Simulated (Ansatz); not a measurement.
Born–Oppenheimer molecular dynamics of a periodic cell of 17 atoms, Sn8S8O (host SnS, host structure Cmcm, interstitial O). It starts from a partly relaxed structure (largest force component 0.06 eV/Å).

Computed with Ansatz, DFT LDA, scalar-relativistic, plane waves, PAW. Settings: cutoff 420 eV, k mesh 1x1x1, fermi-dirac smearing 0.05 eV, spin collinear.

```yaml
ensemble: NVT, Langevin thermostat
time_step: 1.5 fs
steps_asked: 300
set_temperature: 1200 K
friction: 0.05 /fs
seed: 710438
```

First frame:

```xyz
17
Lattice="2.0452 5.8981 4.0903 2.0452 -5.8981 4.0903 8.1809 0.0000 0.0000" Properties=species:S:1:pos:R:3
Sn 1.815 -4.495 3.181
Sn 3.914 -1.206 5.316
S 1.973 -1.900 2.943
S 4.471 -3.783 5.070
Sn 6.157 -4.221 3.034
Sn 8.116 -1.408 5.138
S 6.140 -1.601 2.968
S 8.052 -4.043 5.036
Sn 4.031 1.675 3.149
Sn 6.056 4.566 5.299
S 4.004 4.286 2.961
S 6.106 1.953 5.152
Sn 7.907 1.530 3.211
Sn 10.172 4.321 5.131
S 8.154 4.130 3.026
S 10.038 1.714 4.942
O 11.334 -4.679 4.863
```

Task: What does the run give?

Result: The run went to its last step.

| Item | Value |
| --- | --- |
| steps done | 300 |
| time covered | 450 fs |
| mean temperature over the second half | 1129 K |
| spread of the potential energy over the second half | 12.7 meV per atom |
| mean potential energy of the second half above the start | 123.3 meV per atom |

A run of 0.45 ps of so small a system gives no equilibrium averages. Limits of this set-up: coarse k mesh, a small cell, in which the defect meets its images, a typed lattice constant that wasn't relaxed here.

Task: What happens to the structure?

Result: Mean squared displacements from the first frame to the last, about the centre of mass: Sn 0.12 Å², S 0.08 Å², O 0.20 Å². This is one draw of velocities; another would differ in detail.

Task: How do temperature and energy run in time?

Result: 
| time (fs) | T (K) | potential energy less start (eV) |
| --- | --- | --- |
| 0 | 1129 | 0.000 |
| 37.5 | 1229 | 1.141 |
| 75 | 906 | 1.065 |
| 112.5 | 1001 | 1.303 |
| 150 | 1060 | 2.254 |
| 187.5 | 1492 | 2.352 |
| 225 | 1358 | 1.997 |
| 262.5 | 935 | 2.119 |
| 300 | 1081 | 1.706 |
| 337.5 | 914 | 2.134 |
| 375 | 804 | 2.241 |
| 412.5 | 1631 | 2.300 |
| 450 | 1213 | 2.219 |

Run time: 4.9 min on 2 threads of Arm Neoverse V2, on a shared host, peak memory 0.51 GiB.
